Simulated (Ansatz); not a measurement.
# BH6NSSi: the cost of one run

All numbers are computed with Ansatz 0.2.0, driven from Python. The levels of theory stand in the script.

## Step 1: The structure

Bond lengths: N1–B2 1.522 Å, B2–S3 1.885 Å, S3–Si4 2.147 Å, N1–H5 1.045 Å, N1–H6 1.044 Å, B2–H7 1.181 Å, Si4–H8 1.471 Å, Si4–H9 1.470 Å, Si4–H10 1.471 Å. Angles: N1–B2–S3 120.7°, N1–B2–H7 119.8°, S3–B2–H7 119.6°, B2–N1–H5 107.9°, B2–N1–H6 106.9°, H5–N1–H6 107.0°, B2–S3–Si4 92.4°, S3–Si4–H8 109.7°, S3–Si4–H9 109.4°, S3–Si4–H10 109.6°, H8–Si4–H9 109.3°, H8–Si4–H10 109.6°, H9–Si4–H10 109.3°.

No structure file is read: the coordinates are typed or built in the script.

## Step 2: The code

run_methods.py reads:

```python
'''One geometry of BH6NSSi, method by method.'''

import ansatz as az

mol = (
    az.Crystal.molecule()
    .atom('N', (1.6534, -1.0473, 0.297))
    .atom('B', (0.4324, -0.9582, -0.6079))
    .atom('S', (-0.0818, 0.6879, -1.3696))
    .atom('Si', (-1.3407, 1.1706, 0.3019))
    .atom('H', (2.0904, -0.0995, 0.3402))
    .atom('H', (2.3377, -1.6767, -0.1788))
    .atom('H', (-0.2029, -1.9283, -0.8334))
    .atom('H', (-2.3853, 0.1454, 0.4467))
    .atom('H', (-1.9716, 2.4793, 0.075))
    .atom('H', (-0.5318, 1.2268, 1.5289))
)

job = (
    mol.calculation()
    .basis(gaussian='cc-pVDZ')
    .scf(lower_state_search='standard')
)

methods = ['mp2', 'ccsd', 'ccsd_t']
reports = [job.correlation(m).run(threads=1, pin='off').report for m in methods]
print(f'Hartree-Fock reference {reports[0]["reference_energy_ev"] / 27.211386246:.6f} Ha')
best = reports[-1]['free_energy_ev'] - reports[-1]['reference_energy_ev']
for method, each in zip(methods, reports):
    gained = each['free_energy_ev'] - each['reference_energy_ev']
    print(f'{method:8s} total {each["free_energy_ev"] / 27.211386246:.6f} Ha  correlation {gained:9.4f} eV  ({100 * gained / best:.1f} % of the last)')
```

## Step 3: What the engine is handed

The engine receives this input (first run):

```yaml
crystal:
  periodic: [false, false, false]
  atoms:
    - { symbol: "N", position_ang: [1.6534, -1.0473, 0.297] }
    - { symbol: B, position_ang: [0.4324, -0.9582, -0.6079] }
    - { symbol: S, position_ang: [-0.0818, 0.6879, -1.3696] }
    - { symbol: Si, position_ang: [-1.3407, 1.1706, 0.3019] }
    - { symbol: H, position_ang: [2.0904, -0.0995, 0.3402] }
    - { symbol: H, position_ang: [2.3377, -1.6767, -0.1788] }
    - { symbol: H, position_ang: [-0.2029, -1.9283, -0.8334] }
    - { symbol: H, position_ang: [-2.3853, 0.1454, 0.4467] }
    - { symbol: H, position_ang: [-1.9716, 2.4793, 0.075] }
    - { symbol: H, position_ang: [-0.5318, 1.2268, 1.5289] }
basis:
  gaussian:
    orbitals: cc-pVDZ
correlation:
  method: mp2
scf:
  lower_state_search: standard
```

## Step 4: Launch

Run with:

```bash
> python run_methods.py
```

**Question.** How long does this script take on 1 thread of Arm Neoverse V1, shared host, and how much memory does it need?

About 15 s, with a peak of 0.38 GiB.
